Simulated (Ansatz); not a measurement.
**GaAs (F-43m): B in place of Ga**

What happens around B in place of Ga in GaAs (F-43m)? The defect sits in a supercell of 32 host atoms, whose cell is held.

All numbers below are computed with Ansatz 0.2.0 (DFT PBE, scalar-relativistic, plane waves, PAW).

**1. The starting structure**

The cell holds 32 atoms (As16BGa15): a = 9.952 Å, b = 9.952 Å, c = 9.952 Å, α = 109.47°, β = 109.47°, γ = 109.47°.

The coordinates of this cell stand in the input of its own run.

The host was relaxed before at PBE: a = 5.746 Å, b = 5.746 Å, c = 5.746 Å, α = 90.00°, β = 90.00°, γ = 90.00° (conventional cell), 23.714 Å³/atom.

Places, in fractions of the supercell: B in place of Ga at (0.250, 0.500, 0.250). The start keeps the symmetry of the ideal site.

**2. The perfect crystal in the supercell of 32 atoms**

File input.yaml:

```yaml
crystal:
  lattice:
    - [-5.7459815093, -5.7459815093, 5.7459815093]
    - [5.7459815093, 5.7459815093, 5.7459815093]
    - [-5.7459815093, 5.7459815093, -5.7459815093]
  atoms:
    - { symbol: Ga, position: [0.25, 0.5, 0.25] }
    - { symbol: Ga, position: [0.5, 0.5, 0.0] }
    - { symbol: Ga, position: [0.25, 0.75, 0.0] }
    - { symbol: Ga, position: [0.75, 0.5, 0.75] }
    - { symbol: Ga, position: [0.5, 0.75, 0.75] }
    - { symbol: Ga, position: [0.25, 0.0, 0.75] }
    - { symbol: Ga, position: [0.0, 0.5, 0.5] }
    - { symbol: Ga, position: [0.75, 0.75, 0.5] }
    - { symbol: Ga, position: [0.5, 0.0, 0.5] }
    - { symbol: Ga, position: [0.25, 0.25, 0.5] }
    - { symbol: Ga, position: [0.0, 0.75, 0.25] }
    - { symbol: Ga, position: [0.75, 0.0, 0.25] }
    - { symbol: Ga, position: [0.5, 0.25, 0.25] }
    - { symbol: Ga, position: [0.0, 0.0, 0.0] }
    - { symbol: Ga, position: [0.75, 0.25, 0.0] }
    - { symbol: Ga, position: [0.0, 0.25, 0.75] }
    - { symbol: As, position: [0.0, 0.25, 0.0] }
    - { symbol: As, position: [0.25, 0.25, 0.75] }
    - { symbol: As, position: [0.0, 0.5, 0.75] }
    - { symbol: As, position: [0.5, 0.25, 0.5] }
    - { symbol: As, position: [0.25, 0.5, 0.5] }
    - { symbol: As, position: [0.0, 0.75, 0.5] }
    - { symbol: As, position: [0.75, 0.25, 0.25] }
    - { symbol: As, position: [0.5, 0.5, 0.25] }
    - { symbol: As, position: [0.25, 0.75, 0.25] }
    - { symbol: As, position: [0.0, 0.0, 0.25] }
    - { symbol: As, position: [0.75, 0.5, 0.0] }
    - { symbol: As, position: [0.5, 0.75, 0.0] }
    - { symbol: As, position: [0.25, 0.0, 0.0] }
    - { symbol: As, position: [0.75, 0.75, 0.75] }
    - { symbol: As, position: [0.5, 0.0, 0.75] }
    - { symbol: As, position: [0.75, 0.0, 0.5] }
basis:
  ecutwfc: 420
  xc_grid: 2
kpoints:
  mp_grid: { grid: [3, 3, 3], shift: [0.0, 0.0, 0.0] }
hamiltonian:
  xc: pbe
scf:
  occupations: { method: gaussian, width: 0.05 }
output:
  forces: true
  stress: true
  eigenvalues: true
```

Started as:

```
ansatz run input.yaml --threads 8 --pin off --max-ram 16384MiB --backend cpu --events-out ev --progress --plain --runs-dir out
```

Output, shortened:

```text
Warning: RAYON_NUM_THREADS=8 ignored (pool sized by the plan → 8); use --threads N
[...]
Pseudopotentials: kind: paw
Pseudopotential: Ga, paw, valence charge 13, recommended cutoff 420 eV (normal), Ga.paw.azcp
Pseudopotential: As, paw, valence charge 15, recommended cutoff 420 eV (normal), As.paw.azcp
Functional definition: PBE
[...]
Crystal: 32 atoms, lattice volume = 758.844 Å³
Basis set: ecut = 420 eV, 14771 PW (Γ), exchange–correlation on 144×144×144 points (8 copies of the dense FFT grid, shifted against one another)
Bands: 269, of which v1, the nominal top of the filled ones, is band 224 counted from 1 (223 counted from 0)
Symmetry: 384 space group operations
Space group: F-43m (ITA 216), of the structure as read, at distance tolerance 9.1e-5 Å
k-points: 4 of 27 (time reversal used)
[...]
SCF iter   1: F=—  HF=-138237.769490 eV  |F-HF|=—  |Δ(HF+E_count)|=         —  Δρ=1.87e-3  dr2=4.82e-2  ethr=1.77e-3  ⟨swp⟩=5.8  Hψ=3746  notcnv=0  defer=23
[...]
SCF iter   8: F=-138237.744799 eV  HF=-138237.744799 eV  |F-HF|=4.82e-8  |Δ(HF+E_count)|=   8.98e-7  Δρ=1.38e-6  dr2=1.33e-8  ethr=2.23e-11  ⟨swp⟩=8.8  Hψ=4745  notcnv=0
[...]
SCF converged after 8 iterations
Free energy (F): -138237.744799 eV
[...]
E sigma→0 (E₀):  -138237.744654 eV
Entropy (-TS):   -0.000290 eV (-0.009 meV/atom)
Fermi energy:    7.624452 eV
[...]
--- Forces (eV/Å), atoms counted from 1 ---
  atom   1  Ga     0.00000000    -0.00000000    -0.00000000
  atom   2  Ga     0.00000000    -0.00000000     0.00000000
  atom   3  Ga     0.00000000    -0.00000000    -0.00000000
  atom   4  Ga     0.00000000     0.00000000    -0.00000000
  atom   5  Ga     0.00000000    -0.00000000    -0.00000000
  atom   6  Ga     0.00000000    -0.00000000    -0.00000000
  atom   7  Ga     0.00000000     0.00000000    -0.00000000
  atom   8  Ga     0.00000000     0.00000000    -0.00000000
[...]
--- Stress (GPa, compression-positive) ---
       -0.046183       0.000000       0.000000
        0.000000      -0.046183       0.000000
        0.000000       0.000000      -0.046183
  P = ⅓ Tr σ = -0.0462 GPa (-0.462 kbar)
--- Band table (eV) ---
[...]
```

It took 14 s on 8 threads of Arm Neoverse V2, shared host; peak memory 3.6 GiB.

In short: volume 23.714 Å³/atom, pressure -0.05 GPa, gap on the mesh 0.16 eV.

**3. Charge 0, atoms relaxed**

input.yaml: that of step 2 with these lines changed.

```diff
@@ -6,3 +6,3 @@
   atoms:
-    - { symbol: Ga, position: [0.25, 0.5, 0.25] }
+    - { symbol: B, position: [0.25, 0.5, 0.25] }
     - { symbol: Ga, position: [0.5, 0.5, 0.0] }
@@ -49,3 +49,11 @@
   forces: true
-  stress: true
+  stress: false
   eigenvalues: true
+  write_density: true
+  write_potential: true
+  elf: true
+  volumetric_format: npy
+relax:
+  adjacent_minimum: "off"
+  f_tol: 0.03
+  max_steps: 40
```

Started as:

```
ansatz run input.yaml --threads 8 --pin off --max-ram 16384MiB --backend cpu --events-out ev --progress --plain --runs-dir out
```

Output, shortened:

```text
Warning: RAYON_NUM_THREADS=8 ignored (pool sized by the plan → 8); use --threads N
[...]
[... 1 set-up line as earlier in the session ...]
Pseudopotential: B, paw, valence charge 3, recommended cutoff 420 eV (normal), B.paw.azcp
[... 3 set-up lines as earlier in the session ...]
[...]
Crystal: 32 atoms, lattice volume = 758.844 Å³
Basis set: ecut = 420 eV, 14771 PW (Γ), exchange–correlation on 144×144×144 points (8 copies of the dense FFT grid, shifted against one another)
Bands: 263, of which v1, the nominal top of the filled ones, is band 219 counted from 1 (218 counted from 0)
Symmetry: 24 space group operations
Space group: I-43m (ITA 217), of the structure as read, at distance tolerance 9.1e-5 Å
k-points: 4 of 27 (time reversal used)
[...]
relax step   5: F+E_penalty+E_count = -134608.99128457 eV  Δ(F+E_penalty+E_count) = -7.366e-7 eV  max|allowed force component| = 1.393e-2 eV/Å  Δτ_max = 0.0000 Å  (4 SCF iters, accepted)
SCF converged after 4 iterations
Free energy (F): -134608.991285 eV
[...]
E sigma→0 (E₀):  -134608.989918 eV
Entropy (-TS):   -0.002733 eV (-0.085 meV/atom)
Fermi energy:    7.389797 eV
[...]
--- Forces (eV/Å), atoms counted from 1 ---
  atom   1  B      0.00000000    -0.00000000    -0.00000000
  atom   2  Ga    -0.00285873     0.00101276    -0.00101276
  atom   3  Ga    -0.00101276     0.00285873    -0.00101276
  atom   4  Ga     0.00000000    -0.00000000     0.00000000
  atom   5  Ga     0.00101276    -0.00101276    -0.00285873
  atom   6  Ga     0.00000000    -0.00000000    -0.00000000
  atom   7  Ga    -0.00285873    -0.00101276     0.00101276
  atom   8  Ga     0.00101276    -0.00285873    -0.00101276
[...]
--- Band table (eV) ---
```

**4. The output, continued: B_Ga, charge +0, atoms relaxed at the host's cell**

Output, continued, shortened:

```text
[...]
--- Relaxed structure (5 steps of the walk, 5 accepted, 0 SCFs on fresh bases) ---
  F+E_penalty+E_count = -134608.99128457 eV   max|allowed force component| = 1.393e-2 eV/Å
  atoms:
    - { symbol: B, position: [0.24999999999999997, 0.5, 0.25] }
    - { symbol: Ga, position: [0.49316395251251294, 0.5000000000000001, 0.003260664991312747] }
    - { symbol: Ga, position: [0.2500000000000001, 0.7431639525125129, 0.0032606649913127506] }
    - { symbol: Ga, position: [0.75, 0.5, 0.75] }
    - { symbol: Ga, position: [0.4967393350086873, 0.7467393350086873, 0.7399032875212002] }
    - { symbol: Ga, position: [0.25, 0.0, 0.75] }
    - { symbol: Ga, position: [0.003260664991312748, 0.5000000000000001, 0.49316395251251294] }
    - { symbol: Ga, position: [0.7399032875212002, 0.7467393350086873, 0.4967393350086873] }
[...]
    - { symbol: Ga, position: [0.4931639525125129, 0.2532606649913127, 0.25] }
    - { symbol: Ga, position: [0.0068360474874871, 0.010096712478799848, 0.006836047487487098] }
    - { symbol: Ga, position: [0.7600967124787998, 0.2568360474874871, 0.0068360474874870625] }
    - { symbol: Ga, position: [0.0068360474874870625, 0.2568360474874871, 0.7600967124787998] }
    - { symbol: As, position: [0.029980322530053047, 0.27998032253005306, 0.029980322530053047] }
    - { symbol: As, position: [0.2499999999999999, 0.2515765229107723, 0.7464044052815415] }
    - { symbol: As, position: [0.0015765229107722462, 0.4999999999999999, 0.7464044052815414] }
    - { symbol: As, position: [0.49842347708922763, 0.2448278823707693, 0.4984234770892277] }
    - { symbol: As, position: [0.24999999999999994, 0.5, 0.470019677469947] }
    - { symbol: As, position: [-0.0051721176292306575, 0.7484234770892276, 0.49842347708922774] }
    - { symbol: As, position: [0.7464044052815415, 0.2515765229107723, 0.2499999999999999] }
    - { symbol: As, position: [0.470019677469947, 0.5, 0.25] }
```

**5. More of the same log: B_Ga, charge +0, atoms relaxed at the host's cell**

Output, continued:

```text
    - { symbol: As, position: [0.25000000000000006, 0.720019677469947, 0.25000000000000006] }
    - { symbol: As, position: [0.0015765229107722323, -0.0035955947184584253, 0.25] }
    - { symbol: As, position: [0.7464044052815414, 0.4999999999999999, 0.0015765229107722462] }
    - { symbol: As, position: [0.49842347708922774, 0.7484234770892276, -0.0051721176292306575] }
    - { symbol: As, position: [0.25, -0.0035955947184584253, 0.0015765229107722323] }
    - { symbol: As, position: [0.7535955947184584, 0.7551721176292308, 0.7535955947184584] }
    - { symbol: As, position: [0.5051721176292308, 0.0035955947184583975, 0.7535955947184584] }
    - { symbol: As, position: [0.7535955947184584, 0.0035955947184583975, 0.5051721176292308] }
```

It took 1.7 min on 8 threads of Arm Neoverse V2, shared host; peak memory 3.6 GiB.

Step by step:

| step | energy from step 1 (eV/cell) | largest force component (eV/Å) |
| --- | --- | --- |
| 1 | 0.0000 | 0.9970 |
| 2 | -1.0308 | 0.3822 |
| 3 | -1.1986 | 0.1654 |
| 4 | -1.2237 | 0.0139 |
| 5 | -1.2237 | 0.0139 |

Step 1 is the start. Step 5 solves the same geometry again.

The largest move, 0.30 Å, is shared by several atoms, As25 among them.

It ends with free energy -134608.991 eV, gap on the mesh 0.05 eV.

Density in a lattice plane of the grid's cell (edges 9.95 and 9.95 Å, at 0.500 of the third edge), which holds B and Ga and As.

Ten even steps from ' ' (0.00 e/Å³) to '@' (48.31 e/Å³):
```
                                  ....          
                                                
                                                
                                                
**::                              ::%%::      ..
..                                            ..
                                                
                                                
                                                
@@::        --::                              ..
::        ::==..                                
                                                
                                                
                        ..                      
                    ..++--                      
                      ..                        
                                                
                                                
                        ..          ....        
                      --@@..      ::**..        
```
Columns run along the first of these edges and rows up along the second, over one cell in 24 and 20 even steps from the bottom left corner. Atoms in the plane (fractional): B at (0.25, 0.25), Ga at (0.49, 0.00), Ga at (0.75, 0.75), Ga at (0.00, 0.49), As at (0.00, 0.75), As at (0.25, 0.47), As at (0.47, 0.25), As at (0.75, 0.00).

ELF in the same plane.

Ten even steps from '0' (0.00) to '9' (0.88):
```
000000001221125874476300
344310001322234678885211
667630001222111466433356
447630000000000232112587
326620000000001220203783
367510000000001221124874
886310112110001322235777
533323456520000122112467
112476667730000000000232
302685136620000000000220
024873246410010000001221
336776676212454200001322
223468996456776410001222
000268658874366400000000
000252049842165200000000
001464378753675100000000
001355445678874112445310
000121112575332466677620
000000001332013686346620
000000001220313872336510
```
Columns run along the first of these edges and rows up along the second, over one cell in 24 and 20 even steps from the bottom left corner. Atoms in the plane (fractional): B at (0.25, 0.25), Ga at (0.49, 0.00), Ga at (0.75, 0.75), Ga at (0.00, 0.49), As at (0.00, 0.75), As at (0.25, 0.47), As at (0.47, 0.25), As at (0.75, 0.00).

Both are smooth fields of the valence electrons: close to the nuclei they are not physical.

Outside the cores ELF peaks at 0.89 on the B–As line, 0.9 Å from B; 0.79 on the As–Ga line, 1.1 Å from As.

**6. The neighbours**

| state | neighbours of the first change (round the atom where it ends) | largest move from the ideal sites (Å) | cell moment (μB) | gap on the mesh (eV) |
| --- | --- | --- | --- | --- |
| ideal sites | 4 As at 2.49 Å |  | 0.00 |  |
| charge 0 | 4 As at 2.19 Å | 0.30 | 0.00 | 0.05 |

**7. Summary of results**

| quantity | value |
| --- | --- |
| formation energy, neutral | 1.65 eV |
| largest move, neutral | 0.30 Å |

**Reading.** With atoms taken from and given to the elements' standard states, the neutral defect costs 1.65 eV; that is one limit of the chemical potentials, and it holds no correction for gases. In the neutral cell the 4 nearest neighbours move in by 0.30 Å on average. A cell of 32 atoms is small: the defect feels its images, and no test of size was made.
